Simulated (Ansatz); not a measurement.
**CH₄Cl₃NSn: how energies converge with the basis set**

An exercise on one series of results from a longer session: the logs are not shown, and one member is left open.

Program: Ansatz 0.2.0, Gaussian basis. Level of theory: one geometry, several basis sets. These are calculated values, not measurements.

The runs, in order: PBE0-D4/def2-SVP; ωB97M-V/def2-SVP; PBE0-D4/def2-QZVPP; ωB97M-V/def2-QZVPP; the functionals' def2-TZVPP values are taken from earlier runs.

### Structure used throughout

The geometry comes from an earlier relaxation with PBE0-D4 in a triple-zeta def2 set; it is a stationary point, not always the lowest conformer. Sn takes the def2 core potential; no spin-orbit term is included.

SMILES `C[NH][Sn]([Cl])([Cl])[Cl]`, 10 atoms, charge 0, spin multiplicity 1.

Atoms are counted from 1 here; the program's logs count them from 0.

Bond lengths: C1–N2 1.458 Å, C1–H7 1.096 Å, C1–H8 1.092 Å, C1–H9 1.093 Å, N2–Sn3 1.992 Å, N2–H10 1.012 Å, Sn3–Cl4 2.314 Å, Sn3–Cl5 2.297 Å, Sn3–Cl6 2.298 Å. Angles: N2–C1–H7 114.5°, N2–C1–H8 109.6°, N2–C1–H9 109.0°, H7–C1–H8 108.1°, H7–C1–H9 108.3°, H8–C1–H9 107.0°, C1–N2–Sn3 118.7°, C1–N2–H10 112.2°, Sn3–N2–H10 111.3°, N2–Sn3–Cl4 114.9°, N2–Sn3–Cl5 108.6°, N2–Sn3–Cl6 108.3°, Cl4–Sn3–Cl5 108.2°, Cl4–Sn3–Cl6 106.3°, Cl5–Sn3–Cl6 110.5°.

The first run:

Input file in.yaml:

```yaml
crystal:
  periodic: [false, false, false]
  atoms:
    - {symbol: C, position_ang: [0.304012, -1.015275, 1.134035]}
    - {symbol: N, position_ang: [0.765563, 0.147653, 0.386040]}
    - {symbol: Sn, position_ang: [-0.432827, 0.928790, -1.000474]}
    - {symbol: Cl, position_ang: [-1.182170, -0.568735, -2.597583]}
    - {symbol: Cl, position_ang: [0.692372, 2.619793, -2.073241]}
    - {symbol: Cl, position_ang: [-2.308013, 1.748328, 0.043872]}
    - {symbol: H, position_ang: [0.250121, -1.940810, 0.549119]}
    - {symbol: H, position_ang: [-0.687504, -0.815557, 1.546305]}
    - {symbol: H, position_ang: [0.974594, -1.183051, 1.980959]}
    - {symbol: H, position_ang: [1.707051, 0.027665, 0.033970]}
basis:
  gaussian: {orbitals: def2-SVP}
hamiltonian: {xc: pbe0, dispersion: d4}
output: {orbitals: {seedname: orbitals}}
```

Launch:

```sh
> ansatz run in.yaml --threads 4 --pin off --events-out ev --progress --plain --max-ram 11315MiB
```

Steps of the session up to this table: PBE0-D4 in def2-SVP; ωB97M-V in def2-SVP; PBE0-D4 in def2-QZVPP; ωB97M-V in def2-QZVPP.

One of the session's tables, all rows but one given; the rest of the session is left out.

It belongs to the step «Density functionals: the series». 

| functional | basis | HOMO (eV) | LUMO (eV) |
| --- | --- | --- | --- |
| PBE0-D4 | def2-SVP | -7.58 | -2.16 |
| PBE0-D4 | def2-TZVPP | -7.73 | -2.33 |
| PBE0-D4 | def2-QZVPP | -7.76 | -2.37 |
| ωB97M-V | def2-SVP | ? | ? |
| ωB97M-V | def2-TZVPP | -10.04 | -0.28 |
| ωB97M-V | def2-QZVPP | -10.07 | -0.39 |

**Question.** Estimate the row for ωB97M-V, def2-SVP.

**Answer.** HOMO (eV): -9.86; LUMO (eV): -0.01. In the column «HOMO (eV)» it lies between ωB97M-V, def2-TZVPP (-10.04) and PBE0-D4, def2-QZVPP (-7.76).
